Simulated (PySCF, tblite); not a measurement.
# CH₈B₄S: geometry, infrared bands and NMR shifts

Aim: predict the infrared bands and NMR shifts of CH₈B₄S (`BBCBSB`).

Computed with tblite 0.8.0 and PySCF 2.14.0, with density-fitted response routines of our own, on a single molecule in the gas phase. Atoms count from 0, in the outputs and in this text.

### 1 Starting geometry

14 atoms, charge 0, multiplicity 1; geometry from: force field or distance geometry start.

Bonds of the start (Å): B0–B1 1.65, B1–C2 1.61, C2–B3 1.59, B3–S4 1.89, S4–B5 1.89, B0–H6 1.18, B0–H7 1.18, B1–H8 1.17, C2–H9 1.11, C2–H10 1.11, B3–H11 1.18, B5–H12 1.17, B5–H13 1.18.

### 2 Relaxing the molecule with GFN2-xTB

The job: settings as JSON, then the geometry in Å.

```
{"job": {"kind": "relax", "xc": "GFN2-xTB", "basis": "xTB"}, "charge": 0, "multiplicity": 1}
B     -1.414400     1.444600    -0.476400
B     -1.674700    -0.184500    -0.346200
C     -0.748500    -1.090100     0.613500
B      0.663200    -1.330700    -0.066800
S      2.244800    -0.984500     0.908100
B      2.408700     0.735200     0.150800
H     -0.554500     1.974400     0.125500
H     -2.127500     2.098200    -1.158200
H     -2.576800    -0.684500    -0.902600
H     -0.644100    -0.596600     1.603100
H     -1.256000    -2.070300     0.754200
H      0.729200    -1.865800    -1.113600
H      3.007200     0.888000    -0.843400
H      1.942600     1.666100     0.699900
```

Started as:

```
> OMP_NUM_THREADS=1 python probes_run.py task.json out
```

This one command runs all jobs of the session in turn.

**Question.** This job is followed by: GFN2-xTB harmonic vibrations, gas phase; GIAO PBE0/pcSseg-1 NMR shielding, non-relativistic, gas phase. Predict these results of the whole session: strongest single infrared mode (GFN2-xTB); zero-point energy (GFN2-xTB); ¹³C shifts against TMS (PBE0/pcSseg-1); ¹H shifts against TMS (PBE0/pcSseg-1, means over atoms taken as alike); ¹¹B shifts against BF3·OEt2 (PBE0/pcSseg-1); ³³S shifts against CS2 (PBE0/pcSseg-1).

As calculated:

```
                                                              quantity                             value
                             strongest single infrared mode (GFN2-xTB)             1157 cm⁻¹, 236 km/mol
                                          zero-point energy (GFN2-xTB)                     58.4 kcal/mol
                                ¹³C shifts against TMS (PBE0/pcSseg-1)                          50.6 ppm
¹H shifts against TMS (PBE0/pcSseg-1, means over atoms taken as alike)  9.91, 9.77, 7.84, 7.62, 3.40 ppm
                           ¹¹B shifts against BF3·OEt2 (PBE0/pcSseg-1)      104.8, 101.4, 79.1, 76.0 ppm
                                ³³S shifts against CS2 (PBE0/pcSseg-1)                           202 ppm
```

The optimisation took 197 steps and gained 1.417 eV; among the close pairs (by a distance rule), S4–B5 changed most, from 1.886 to 1.766 Å. No mode is imaginary among the 36: a minimum at this level. The strongest single mode, at 1157 cm⁻¹, moves mainly H9. GFN2-xTB is a fitted tight-binding method: band positions and strengths are rough. Its intensities can rank the bands wrongly. At PBE0/pcSseg-1: Shielding is most anisotropic at S4 (span 739 ppm, paramagnetic term -760 ppm).
